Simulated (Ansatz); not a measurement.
# SiW: the cost of one run

The runs use Ansatz 0.2.0, Gaussian basis; def2-TZVPP, core rule «outside noble gas», up to 9 orbitals frozen.

The runs, in order: UHF; CCSD(T) on ROHF; CCSD(T) on UHF; CCSDT(Q) on ROHF; CCSDT(Q) on UHF.

8 further runs of the same task are left out: 4 for a known fault of the program, 4 set aside as unsound or not needed.

**1. What is computed**

The geometry is a PBE0/def2-TZVP stationary point (not a proven minimum) of the parent state, kept for this charge and spin. No spin-orbit coupling is included. Elements past krypton take def2 core potentials.

2 atoms, charge 1, spin multiplicity 2.

Atoms are counted from 1 here; the program's logs count them from 0.

Bond lengths: W1–Si2 2.160 Å.

**2. UHF**

File in.yaml:

```yaml
crystal:
  periodic: [false, false, false]
  atoms:
    - {symbol: W, position_ang: [0.000000, 0.000000, 0.000000]}
    - {symbol: Si, position_ang: [0.000000, 0.000000, 2.160414]}
basis:
  gaussian: {orbitals: def2-TZVPP}
total_charge: 1
magnetization: {spin_polarized: true, initial_magnetization: 1}
hamiltonian: {xc: hf}
output: {orbitals: {seedname: orbitals}}
```

The run is started by

```sh
ansatz run in.yaml --threads 1 --pin off --events-out ev --progress --plain --max-ram 4096MiB --backend cpu
```

Q: Estimate wall time and peak memory on 1 thread of AMD EPYC 7R13, shared host.

About 33 s, with a peak of 0.25 GiB.
